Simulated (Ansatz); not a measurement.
# Cl2FHSi: the cost of one run

All numbers below are computed with Ansatz 0.2.0 (RKS PBE-D4/def2-SVP).

### 1 The system as given

Bond lengths: Si1–Cl2 2.330 Å, Si1–H3 1.660 Å, Si1–F4 1.589 Å, Si1–Cl5 2.128 Å. Angles: Cl2–Si1–H3 52.9°, Cl2–Si1–F4 122.4°, Cl2–Si1–Cl5 122.4°, H3–Si1–F4 119.6°, H3–Si1–Cl5 119.6°, F4–Si1–Cl5 109.5°.

Coordinates:

```xyz
5

Si    0.0000    0.0000    0.0000
Cl    1.2713    0.0000    1.9526
H     1.6559    0.0000    0.1178
F    -0.7489    1.2974   -0.5295
Cl   -1.0032   -1.7381   -0.7093
```

### 2 Pulling towards end A

Springs on the bonds that form and break draw the guess towards this end; the thresholds are loose.

File input.yaml:

```yaml
crystal:
  periodic: [false, false, false]
  atoms:
    - { symbol: Si, position_ang: [0.0, 0.0, 0.0] }
    - { symbol: Cl, position_ang: [1.2713, 0.0, 1.9526] }
    - { symbol: H, position_ang: [1.6559, 0.0, 0.1178] }
    - { symbol: F, position_ang: [-0.7489, 1.2974, -0.5295] }
    - { symbol: Cl, position_ang: [-1.0032, -1.7381, -0.7093] }
basis:
  gaussian: { orbitals: def2-SVP }
hamiltonian:
  xc: pbe
  dispersion: d4
relax:
  f_tol: 0.15
  max_steps: 25
  restrain:
    - { distance: [1, 2], at: 2.57, k: 30.0 }
    - { distance: [0, 1], at: 2.13, k: 30.0 }
    - { distance: [0, 2], at: 1.46, k: 30.0 }
```

Launch:

```bash
ansatz run input.yaml --threads 1 --pin off --max-ram 2048MiB --backend cpu --events-out ev --progress --plain --runs-dir out
```

**Question.** How long does this run take on 1 thread of Arm Neoverse V2, shared host, and how much memory does it need?

About 14 s, with a peak of 0.14 GiB.
